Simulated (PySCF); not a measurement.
# [PbBr3]+: other functionals and bases at one geometry

Aim: see how levels, charges and forces of [PbBr3]+ depend on the level of theory. The species was built from a template and needn't be a known compound.

Program: PySCF 2.14.0. Level of theory: several levels, as the steps say, no spin–orbit coupling. These are calculated values, not measurements.

2 further runs of the same task are left out: 2 for a known fault of the program.

### Step 1. Where the work starts

4 atoms, charge 1, spin multiplicity 1.

Bond lengths: Pb1–Br2 2.500 Å, Pb1–Br3 2.500 Å, Pb1–Br4 2.501 Å. Angles: Br2–Pb1–Br3 120.4°, Br2–Pb1–Br4 119.8°, Br3–Pb1–Br4 119.8°.

Coordinates:

```
Pb    0.1781    0.0000    0.0000
Br   -1.0645    0.0000    2.1696
Br   -1.0645    0.0000   -2.1696
Br    2.6795    0.0000    0.0000
```

Formal oxidation states: Pb +4. An earlier session relaxed this geometry at PBE0, Pb def2-SVP with ECP60, Br def2-SVP (singlet, point group D3h).

At PBE0 on the finer grid: E = -7913.291529 Eh, HOMO -13.88 eV, LUMO -10.26 eV, Mulliken charge on Pb1 +0.94 e, largest force component 0.021 eV/Å. 

Levels to run: BP86; TPSS; revPBE; HF; PBE0, TZVP; PBE0, x2c-SVP. Hardware: 2 threads of Arm Neoverse V1, shared host.

### Step 2. BP86

The input, run.py (the lines that set the calculation):

```python
mol = gto.M(atom='''
Pb     0.17807     0.00000     0.00000
Br    -1.06446     0.00000     2.16957
Br    -1.06446     0.00000    -2.16957
Br     2.67952     0.00000     0.00000''',
    basis={'Pb': 'def2-SVP', 'Br': 'def2-SVP'},
    ecp={'Pb': 'def2-SVP'},
    charge=1, spin=0)
mf = dft.RKS(mol, xc='B88,P86')
mf.grids.atom_grid = (75, 302)
mf = mf.density_fit()  # fitting sets: Pb def2-universal-JKFIT, Br def2-universal-JKFIT
mf.conv_tol = 1e-08; mf.max_cycle = 55
mf.kernel(dm0)  # dm0: the density of the relaxed state
```

The run is started by

```
$ OMP_NUM_THREADS=2 python run.py
```

### Step 3. TPSS

run.py (the lines that set the calculation): that of step 2 with these lines changed.

```diff
@@ -8,3 +8,3 @@
     charge=1, spin=0)
-mf = dft.RKS(mol, xc='B88,P86')
+mf = dft.RKS(mol, xc='TPSS')
 mf.grids.atom_grid = (75, 302)
```

### Step 4. revPBE

run.py (the lines that set the calculation): that of step 3 with these lines changed.

```diff
@@ -8,3 +8,3 @@
     charge=1, spin=0)
-mf = dft.RKS(mol, xc='TPSS')
+mf = dft.RKS(mol, xc='PBE_R,PBE')
 mf.grids.atom_grid = (75, 302)
```

### Step 5. HF

run.py (the lines that set the calculation): that of step 4 with these lines changed.

```diff
@@ -8,4 +8,3 @@
     charge=1, spin=0)
-mf = dft.RKS(mol, xc='PBE_R,PBE')
-mf.grids.atom_grid = (75, 302)
+mf = scf.RHF(mol)
 mf = mf.density_fit()  # fitting sets: Pb def2-universal-JKFIT, Br def2-universal-JKFIT
```

### Step 6. PBE0, TZVP

Basis: Pb def2-TZVP with ECP60, Br def2-TZVP. 

The input, run.py (the lines that set the calculation):

```python
mol = gto.M(atom='''
Pb     0.17807     0.00000     0.00000
Br    -1.06446     0.00000     2.16957
Br    -1.06446     0.00000    -2.16957
Br     2.67952     0.00000     0.00000''',
    basis={'Pb': 'def2-TZVP', 'Br': 'def2-TZVP'},
    ecp={'Pb': 'def2-TZVP'},
    charge=1, spin=0)
mf = dft.RKS(mol, xc='PBE0')
mf.grids.atom_grid = (75, 302)
mf = mf.density_fit()  # fitting sets: Pb def2-universal-JKFIT, Br def2-universal-JKFIT
mf.conv_tol = 1e-08; mf.max_cycle = 55
mf.kernel(dm0)  # dm0: free metal ions and neutral atoms
```

### Step 7. PBE0, x2c-SVP

Basis: Pb x2c-SVPall, Br x2c-SVPall. All electrons are treated, with the spin-free X2C Hamiltonian.

The input, run.py (the lines that set the calculation):

```python
mol = gto.M(atom='''
Pb     0.17807     0.00000     0.00000
Br    -1.06446     0.00000     2.16957
Br    -1.06446     0.00000    -2.16957
Br     2.67952     0.00000     0.00000''',
    basis={'Pb': 'x2c-SVPall', 'Br': 'x2c-SVPall'},
    nucmod='G',
    charge=1, spin=0)
mf = dft.RKS(mol, xc='PBE0')
mf.grids.atom_grid = (99, 590)
mf = mf.density_fit()  # fitting sets: Pb AutoAux, Br AutoAux
mf = mf.sfx2c1e()
mf.conv_tol = 1e-08; mf.max_cycle = 55
mf.kernel(dm0)  # dm0: free metal ions and neutral atoms
```

Q: Predict the outcome of this session. Wanted: for each run, HOMO; gap; charge on Pb1; dipole; largest force.

The runs gave:

| level | state | HOMO (eV) | gap (eV) | charge on Pb1 (e) | dipole (D) | largest force (eV/Å) | basis functions | time |
| --- | --- | --- | --- | --- | --- | --- | --- | --- |
| PBE0 (relaxed here) | singlet | -13.88 | 3.62 | 0.94 | 0.02 | 0.02 | 122 | 23 s |
| BP86 | singlet | -12.64 | 1.66 | 0.82 | 0.02 | 0.48 | 122 | 7.1 s |
| TPSS | singlet | -12.68 | 1.82 | 0.90 | 0.02 | 0.36 | 122 | 9.3 s |
| revPBE | singlet | -12.47 | 1.71 | 0.86 | 0.02 | 0.58 | 122 | 7.2 s |
| HF | singlet | -16.87 | 9.77 | 1.20 | 0.03 | 0.22 | 122 | 6.5 s |
| PBE0, TZVP | singlet | -13.87 | 3.73 | 1.05 | 0.02 | 0.38 | 194 | 21 s |
| PBE0, x2c-SVP | singlet | -13.84 | 3.58 | 1.01 | 0.02 | 0.25 | 158 | 40 s |

Times are on 2 threads of Arm Neoverse V1, shared host; the first row also made further properties. The dipole of a charged species depends on the origin, so these sizes hold for this origin alone.

In one basis the HOMO–LUMO gap runs from 1.66 eV (BP86) to 9.77 eV (HF). The largest leftover force, 0.58 eV/Å with revPBE, stands at a geometry relaxed at another level. The Mulliken charge on Pb spans +0.82 to +1.20 e over the levels. Total energies of different levels can't be compared. Spin–orbit coupling is left out throughout.
